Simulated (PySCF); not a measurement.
# CuNF: quartet, from a linear start

Where does quartet CuNF go from a linear start, is the end point a minimum, and what are its modes, charges and moments?

Computed with PySCF 2.14.0. Level: PBE0, basis Cu def2-TZVP, N def2-TZVP, F def2-TZVP, no relativity, density fitting.

## (1) Starting geometry

3 atoms, charge 0, spin multiplicity 4.

Bond lengths: Cu1–N2 1.750 Å, Cu1–F3 1.760 Å. Angles: N2–Cu1–F3 180.0°.

Z-matrix (Å, degrees; charge 0 multiplicity 4):
```
Cu
N  1 1.7500
F  1 1.7600 2 180.00
```

## (2) The SCF at the typed geometry

The steps below are one call of a driver around PySCF. For each, scf.py gives the equivalent set-up of the SCF; relaxations use the driver's own optimiser. After this first run the driver tries any further starts and a stability analysis.

Contents of scf.py:

```python
from pyscf import gto, scf, dft
mol = gto.M(atom='''
Cu     0.000000     0.000000     0.000000
N      0.000000     0.000000    -1.750000
F      0.000000     0.000000     1.760000''',
    basis={'Cu': 'def2-TZVP', 'N': 'def2-TZVP', 'F': 'def2-TZVP'},
    charge=0, spin=3)
mf = dft.UKS(mol, xc='PBE0')
mf.grids.atom_grid = (50, 194)
aux = {'Cu': 'def2-universal-JKFIT', 'N': 'def2-universal-JKFIT', 'F': 'def2-universal-JKFIT'}
mf = mf.density_fit(auxbasis=aux)
mf.conv_tol = 1e-08
mf.diis_space = 10
mf.max_cycle = 60
mf.init_guess = 'minao'
mf.verbose = 4
mf.kernel()
```

Command:

```sh
$ OMP_NUM_THREADS=4 python axn.py task.json out
```

Standard output:

```text
init E= -1794.14314580635
[... the frontier-level lines of each cycle are left out ...]
cycle= 1 E= -1789.31449045096  delta_E= 4.83  |g|= 4.69  |ddm|= 1.59
cycle= 2 E= -1773.25777540692  delta_E= 16.1  |g|= 8.99  |ddm|= 6.53
cycle= 3 E= -1793.06907768028  delta_E= -19.8  |g|= 2.86  |ddm|= 5.59
cycle= 4 E= -1792.00323631902  delta_E= 1.07  |g|= 2.61  |ddm|=  1.7
cycle= 5 E= -1794.02298399044  delta_E= -2.02  |g|=  1.3  |ddm|= 1.65
cycle= 6 E= -1794.51087263108  delta_E= -0.488  |g|= 0.615  |ddm|= 1.14
cycle= 7 E= -1794.65591145067  delta_E= -0.145  |g|= 0.0588  |ddm|= 0.336
cycle= 8 E= -1794.65804688903  delta_E= -0.00214  |g|= 0.0558  |ddm|= 0.0838
cycle= 9 E= -1794.65860066063  delta_E= -0.000554  |g|= 0.0296  |ddm|= 0.0192
cycle= 10 E= -1794.65885443258  delta_E= -0.000254  |g|= 0.0027  |ddm|= 0.0161
cycle= 11 E= -1794.65886536905  delta_E= -1.09e-05  |g|= 0.00193  |ddm|= 0.00561
cycle= 12 E= -1794.65887105763  delta_E= -5.69e-06  |g|= 0.00287  |ddm|= 0.00536
cycle= 13 E= -1794.65887814374  delta_E= -7.09e-06  |g|= 0.00141  |ddm|= 0.0065
cycle= 14 E= -1794.65888162043  delta_E= -3.48e-06  |g|= 0.000196  |ddm|= 0.00728
cycle= 15 E= -1794.6588818184  delta_E= -1.98e-07  |g|= 0.000137  |ddm|= 0.00165
cycle= 16 E= -1794.65888184398  delta_E= -2.56e-08  |g|= 3.38e-05  |ddm|= 0.000462
cycle= 17 E= -1794.65888184716  delta_E= -3.18e-09  |g|= 9.54e-06  |ddm|= 0.000233
Extra cycle  E= -1794.65888184727  delta_E= -1.15e-10  |g|= 2.3e-05  |ddm|= 2.66e-05
converged SCF energy = -1794.65888184727  <S^2> = 3.7609211  2S+1 = 4.0054568
```

This step, with its further starts and checks, needed 8.5 s of wall time on 4 threads of Arm Neoverse V2, shared host.

Energies from each starting density:

| start | energy (Eh) |
| --- | --- |
| the minimal-basis guess | -1794.658882 |
| a thermally smeared density | -1794.658882 |
| a smeared PBE density | -1794.658882 |

No lower solution of this spin turned up from the other starts or in the test of internal stability.

## (3) Relaxation: linear start, quartet

The program finds C∞v symmetry in the start, which this walk keeps. The walk stops when the largest gradient is under 0.0003 Eh/bohr and the energy has settled too.

scf.py: that of step 2 with these lines changed.

```diff
@@ -3,3 +3,3 @@
-Cu     0.000000     0.000000     0.000000
-N      0.000000     0.000000    -1.750000
-F      0.000000     0.000000     1.760000''',
+Cu     0.000000     0.000000    -0.093107
+N      0.000000     0.000000    -1.843107
+F      0.000000     0.000000     1.666893''',
@@ -15 +14,0 @@
-mf.init_guess = 'minao'
```

Steps of the walk:

| step | energy (Eh) | change (kJ/mol) | largest symmetric gradient (Eh/bohr) |
| --- | --- | --- | --- |
| 0 | -1794.658882 | 0.00 | 0.00491 |
| 1 | -1794.658928 | -0.12 | 0.00218 |
| 2 | -1794.658943 | -0.16 | 0.00022 |
| 3 | -1794.658943 | -0.16 | 0.00002 |

The walk took 4.5 s.

After 3 steps and 0.2 kJ/mol it ends at C∞v: Cu–F 1.761 Å, Cu–N 1.735 Å; F–Cu–N 180.0°.

## (4) Is it a minimum? Harmonic modes

The point is checked on the finer grid, and tightened if its gradient asks for it. The Hessian and the dipole derivatives come from central differences of analytic gradients, with steps of 0.02 bohr.

scf.py: that of step 3 with these lines changed.

```diff
@@ -3,3 +3,3 @@
-Cu     0.000000     0.000000    -0.093107
-N      0.000000     0.000000    -1.843107
-F      0.000000     0.000000     1.666893''',
+Cu    -0.000000    -0.000000    -0.095533
+N     -0.000000    -0.000000    -1.830766
+F      0.000000     0.000000     1.665689''',
@@ -9 +9 @@
-mf.grids.atom_grid = (50, 194)
+mf.grids.atom_grid = (75, 302)
@@ -12 +12 @@
-mf.conv_tol = 1e-08
+mf.conv_tol = 1e-10
```

This SCF starts from the last density.

Log of the central SCF (cycles and frontier levels):

```text
init E= -1794.65887011658
[... the frontier-level lines of each cycle are left out ...]
cycle= 1 E= -1794.65887011586  delta_E= 7.24e-10  |g|= 6.16e-05  |ddm|= 2.53e-05
cycle= 2 E= -1794.65887010183  delta_E= 1.4e-08  |g|= 0.000272  |ddm|= 0.000107
cycle= 3 E= -1794.65887011664  delta_E= -1.48e-08  |g|= 1.25e-06  |ddm|= 8.67e-05
cycle= 4 E= -1794.65887011663  delta_E= 1.46e-11  |g|= 7.21e-07  |ddm|= 1.32e-06
Extra cycle  E= -1794.65887011663  delta_E= -3.64e-12  |g|= 2.67e-06  |ddm|= 1.34e-06
converged SCF energy = -1794.65887011663  <S^2> = 3.7609538  2S+1 = 4.0054732
```

The whole step took 22 s.

Geometry: C∞v; Cu–F 1.761 Å, Cu–N 1.735 Å; F–Cu–N 180.0°.

Modes, for the most abundant isotopes:

| symmetry | ω (cm⁻¹) | IR (km/mol) | type |
| --- | --- | --- | --- |
| π | 125 | 46.8 | bend |
| σ+ | 547 | 27.8 | stretch |
| σ+ | 698 | 45.7 | stretch |

All wavenumbers are real: a minimum.

Properties at this point:

```
Dipole moment                                                   : 3.30 D
Highest occupied level                                          : -8.97 eV
Lowest empty level                                              : -5.31 eV
Rotational constants                                            : 0.1682 cm⁻¹
Zero-point energy                                               : 8.9 kJ/mol
Principal polarisabilities                                      : 17.8, 17.8, 55.1 bohr³
Atomisation energy without zero-point energy                    : 511 kJ/mol
Principal traceless quadrupole moments about the centre of mass : -9.52, 4.76, 4.76 D Å
Entropy at 298.15 K and 1 bar (electronic part: spin only)      : 273.7 J/(mol K)
Heat capacity Cp at 298.15 K                                    : 53.5 J/(mol K)
Enthalpy at 298.15 K above 0 K                                  : 13.09 kJ/mol
Rotational symmetry number                                      : 1
Spin squared ⟨S²⟩                                               : 3.761
```

Charges (e) and bond orders:

```json
{"atom": "Cu1", "Mulliken": "0.66", "Löwdin": "0.35", "polar tensor": "0.84", "spin (Mulliken)": "0.58", "Mayer order to Cu1": "–"}
{"atom": "N2", "Mulliken": "-0.14", "Löwdin": "0.03", "polar tensor": "-0.11", "spin (Mulliken)": "2.41", "Mayer order to Cu1": "1.21"}
{"atom": "F3", "Mulliken": "-0.52", "Löwdin": "-0.38", "polar tensor": "-0.73", "spin (Mulliken)": "0.01", "Mayer order to Cu1": "0.79"}
```

Mulliken populations on Cu1: s 6.46, p 12.28, d 9.60, f 0.00.

## (5) Outcome

| quantity | value |
| --- | --- |
| minimum | quartet, C∞v |
| geometry | Cu–F 1.761 Å, Cu–N 1.735 Å; F–Cu–N 180.0° |
| wavenumbers (cm⁻¹) | 125 (π), 547 (σ+), 698 (σ+) |
| dipole moment | 3.30 D |
| highest occupied, lowest empty level (either spin) | -8.97, -5.31 eV |
| polar-tensor charge of Cu1 | +0.84 e |
| zero-point energy | 8.9 kJ/mol |
| entropy at 298.15 K | 273.7 J/(mol K) |
| atomisation energy (no zero-point energy) | 511 kJ/mol |
| ⟨S²⟩ | 3.761 |

**Reading.** The linear start keeps its C∞v symmetry and ends in a minimum. The strongest infrared band lies at 125 cm⁻¹ (π, bend). Most of the spin sits on N2 (Mulliken spin 2.41, against 3 for the whole molecule). Only this shape and spin were tried, so other structures or states may lie lower. Open d and f shells are described by one determinant, and the ground state may have another occupation or spin.

The search up to here took 34 s.
